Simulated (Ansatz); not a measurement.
# C₂H₈ClInN₂: up Jacob's ladder to CCSD(T)

The task here is to estimate one member of a computed series from the others.

Computed with Ansatz 0.2.0, Gaussian basis. Level: functionals in def2-TZVPP, the program's frozen cores in correlated methods.

Plan: PBE-D4, r2SCAN-D4, PBE0-D4, B3LYP-D4, ωB97X-V, ωB97M-V, B2PLYP; CCSD(T)/def2-TZVPP; MP2/def2-QZVPP; extrapolation to the limit.

## Structure used throughout

The geometry comes from an earlier relaxation with PBE0-D4 in a triple-zeta def2 set; it is a stationary point, not always the lowest conformer. In takes the def2 core potential; no spin-orbit term is included.

SMILES `C[N](C)[In]([NH2])[Cl]`, 14 atoms, charge 0, spin multiplicity 1.

Atoms are counted from 1 here; the program's logs count them from 0.

Bond lengths: C1–N2 1.439 Å, C1–H7 1.100 Å, C1–H8 1.101 Å, C1–H9 1.092 Å, N2–C3 1.439 Å, N2–In4 1.995 Å, C3–H10 1.101 Å, C3–H11 1.093 Å, C3–H12 1.100 Å, In4–N5 2.013 Å, In4–Cl6 2.334 Å, N5–H13 1.011 Å, N5–H14 1.011 Å. Angles: N2–C1–H7 111.0°, N2–C1–H8 112.0°, N2–C1–H9 111.0°, H7–C1–H8 107.1°, H7–C1–H9 107.7°, H8–C1–H9 107.8°, C1–N2–C3 113.5°, C1–N2–In4 122.8°, C3–N2–In4 123.2°, N2–C3–H10 112.3°, N2–C3–H11 111.4°, N2–C3–H12 111.1°, H10–C3–H11 107.6°, H10–C3–H12 107.0°, H11–C3–H12 107.2°, N2–In4–N5 127.9°, N2–In4–Cl6 114.2°, N5–In4–Cl6 117.3° and more.

As a file:

```xyz
14
C2H8ClInN2
C    -0.0336    1.5449   -1.2036
N    -0.2490    0.3659   -0.4064
C    -1.6393    0.0601   -0.1976
In    1.2321   -0.5962    0.5223
N     1.1150   -2.2795    1.6195
Cl    3.3645    0.1943   -0.0028
H    -0.4812    1.4333   -2.2025
H    -0.4817    2.4402   -0.7454
H     1.0326    1.7374   -1.3382
H    -2.1701    0.8696    0.3277
H    -1.7636   -0.8525    0.3912
H    -2.1589   -0.0977   -1.1547
H     0.2972   -2.3647    2.2074
H     1.9358   -2.4551    2.1832
```

The first run:

Contents of in.yaml:

```yaml
crystal:
  periodic: [false, false, false]
  atoms:
    - {symbol: C, position_ang: [-0.033579, 1.544934, -1.203616]}
    - {symbol: N, position_ang: [-0.248983, 0.365942, -0.406430]}
    - {symbol: C, position_ang: [-1.639265, 0.060061, -0.197583]}
    - {symbol: In, position_ang: [1.232112, -0.596215, 0.522323]}
    - {symbol: N, position_ang: [1.115042, -2.279523, 1.619457]}
    - {symbol: Cl, position_ang: [3.364462, 0.194309, -0.002753]}
    - {symbol: H, position_ang: [-0.481225, 1.433325, -2.202540]}
    - {symbol: H, position_ang: [-0.481681, 2.440174, -0.745366]}
    - {symbol: H, position_ang: [1.032640, 1.737386, -1.338162]}
    - {symbol: H, position_ang: [-2.170100, 0.869621, 0.327652]}
    - {symbol: H, position_ang: [-1.763569, -0.852540, 0.391198]}
    - {symbol: H, position_ang: [-2.158914, -0.097722, -1.154722]}
    - {symbol: H, position_ang: [0.297201, -2.364666, 2.207383]}
    - {symbol: H, position_ang: [1.935848, -2.455064, 2.183151]}
basis:
  gaussian: {orbitals: def2-TZVPP}
hamiltonian: {xc: pbe, dispersion: d4}
output: {forces: true, orbitals: {seedname: orbitals}}
```

Run with:

```
> ansatz run in.yaml --threads 2 --pin off --events-out ev --progress --plain --max-ram 22528MiB --backend cuda --devices 0, --max-vram 18GiB
```

Steps of the session up to this table: PBE-D4 (GGA); r2SCAN-D4 (meta-GGA); PBE0-D4 (hybrid); B3LYP-D4 (hybrid); ωB97X-V (range-separated); ωB97M-V (range-separated); B2PLYP (double hybrid); CCSD(T) in def2-TZVPP; MP2 in def2-QZVPP.

One table of the session follows, with a row left open; its other results are not shown here.

It belongs to the step «Atomisation energies». 

```
            method  atomisation energy (kcal/mol)
            PBE-D4                         1166.8
         r2SCAN-D4                         1140.4
           PBE0-D4                         1144.7
          B3LYP-D4                         1141.6
           ωB97X-V                         1149.8
           ωB97M-V                         1147.7
            B2PLYP                         1128.6
     HF/def2-TZVPP                          794.5
    MP2/def2-TZVPP                         1126.4
   CCSD/def2-TZVPP                              ?
CCSD(T)/def2-TZVPP                         1112.1
           MP2/CBS                         1162.0
       CCSD(T)/CBS                         1147.7
```

**Question.** Estimate the row for CCSD/def2-TZVPP.

**Answer.** atomisation energy (kcal/mol): 1092.9. In the column «atomisation energy (kcal/mol)» it lies between HF/def2-TZVPP (794.5) and CCSD(T)/def2-TZVPP (1112.1).

Limits of these values: Free atoms (2 C, 2 N, 1 In, 1 Cl, 8 H) were run apart at each level; the atomisation energy is their sum less the molecule, without zero-point or spin-orbit terms.
